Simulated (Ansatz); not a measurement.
**CuHO (triplet): from Hartree-Fock to the top rungs, def2-TZVPP**

An exercise on one series of results from a longer session: the logs are not shown, and one member is left open.

Program: Ansatz 0.2.0, Gaussian basis. Level of theory: def2-TZVPP, core rule «outside noble gas», up to 10 orbitals frozen. These are calculated values, not measurements.

To be run: UHF; ROHF; CCSD(T) on UHF.

2 further runs of the same task are left out: 2 set aside as unsound or not needed.

## The system

The geometry is a PBE0/def2-TZVP stationary point (not a proven minimum) of the parent state, kept for this charge and spin.

3 atoms, charge 0, spin multiplicity 3.

Atoms are counted from 1 here; the program's logs count them from 0.

Bond lengths: Cu1–O2 1.785 Å, O2–H3 0.961 Å. Angles: Cu1–O2–H3 109.0°.

As a file:

```xyz
3
CuHO
Cu    0.0000    0.0147    0.3807
O     0.0000   -0.1073   -1.4002
H     0.0000    0.7785   -1.7740
```

Set-up of the first run:

in.yaml reads:

```yaml
crystal:
  periodic: [false, false, false]
  atoms:
    - {symbol: Cu, position_ang: [0.000000, 0.014661, 0.380674]}
    - {symbol: O, position_ang: [0.000000, -0.107274, -1.400192]}
    - {symbol: H, position_ang: [0.000000, 0.778503, -1.774019]}
basis:
  gaussian: {orbitals: def2-TZVPP}
magnetization: {spin_polarized: true, initial_magnetization: 2}
hamiltonian: {xc: hf}
output: {orbitals: {seedname: orbitals}}
```

Launch:

```
ansatz run in.yaml --threads 1 --pin off --events-out ev --progress --plain --max-ram 4096MiB --backend cpu
```

Among the steps run: UHF; ROHF; CCSD(T) on UHF.

One table of the session follows, with a row left open; its other results are not shown here.

| method | from UCCSD(T) (kJ/mol) |
| --- | --- |
| ROHF | ? |
| UHF | +1681.1 |
| UMP2 | +2.1 |
| UCCSD | +55.7 |
| UCCSD(T) | 0 |

**Question.** Estimate the row for ROHF.

As computed: from UCCSD(T) (kJ/mol): +1691.5. In the column «from UCCSD(T) (kJ/mol)» it is the highest.
